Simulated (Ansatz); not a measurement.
**ClFMoO₂: basis-set convergence**

Aim: see how fast density functionals converge with the basis set for ClFMoO₂.

The runs use Ansatz 0.2.0, Gaussian basis; one geometry, several basis sets.

Plan: PBE0-D4/def2-SVP; ωB97M-V/def2-SVP; PBE0-D4/def2-QZVPP; ωB97M-V/def2-QZVPP; the functionals' def2-TZVPP values are taken from earlier runs.

### 1 The geometry

An earlier PBE0-D4 in a triple-zeta def2 set relaxation fixed the geometry. Mo takes the def2 core potential; no spin-orbit term is included.

SMILES `[O]=[Mo](=[O])([F])[Cl]`, 5 atoms, charge 0, spin multiplicity 1.

Atoms are counted from 1 here; the program's logs count them from 0.

Bond lengths: O1–Mo2 1.663 Å, Mo2–O3 1.663 Å, Mo2–F4 1.836 Å, Mo2–Cl5 2.242 Å. Angles: O1–Mo2–O3 106.6°, O1–Mo2–F4 110.1°, O1–Mo2–Cl5 109.2°, O3–Mo2–F4 110.1°, O3–Mo2–Cl5 109.2°, F4–Mo2–Cl5 111.5°.

### 2 PBE0-D4 in def2-SVP

in.yaml reads:

```yaml
crystal:
  periodic: [false, false, false]
  atoms:
    - {symbol: O, position_ang: [-0.550499, -0.162399, 1.591086]}
    - {symbol: Mo, position_ang: [0.006268, -0.103759, 0.025437]}
    - {symbol: O, position_ang: [1.496361, -0.841528, 0.023675]}
    - {symbol: F, position_ang: [-1.144242, -1.004011, -1.086958]}
    - {symbol: Cl, position_ang: [0.242013, 2.037996, -0.594639]}
basis:
  gaussian: {orbitals: def2-SVP}
hamiltonian: {xc: pbe0, dispersion: d4}
output: {orbitals: {seedname: orbitals}}
```

Command:

```bash
> ansatz run in.yaml --threads 4 --pin off --events-out ev --progress --plain --max-ram 10444MiB
```

The runs that follow: ωB97M-V in def2-SVP; PBE0-D4 in def2-QZVPP; ωB97M-V in def2-QZVPP.

**Question.** What will the summary of the whole plan be? Wanted: PBE0-D4: double and triple zeta above quadruple; ωB97M-V: double and triple zeta above quadruple.

**Answer**, as computed:

| quantity | value |
| --- | --- |
| PBE0-D4: double and triple zeta above quadruple | 14.34, 0.85 eV |
| ωB97M-V: double and triple zeta above quadruple | 14.45, 0.81 eV |

**Reading.** PBE0-D4 gains 13.50 eV from double to triple zeta, then 0.85 eV more. These are total energies; as a rule much of such shifts cancels in differences, which this series doesn't test.
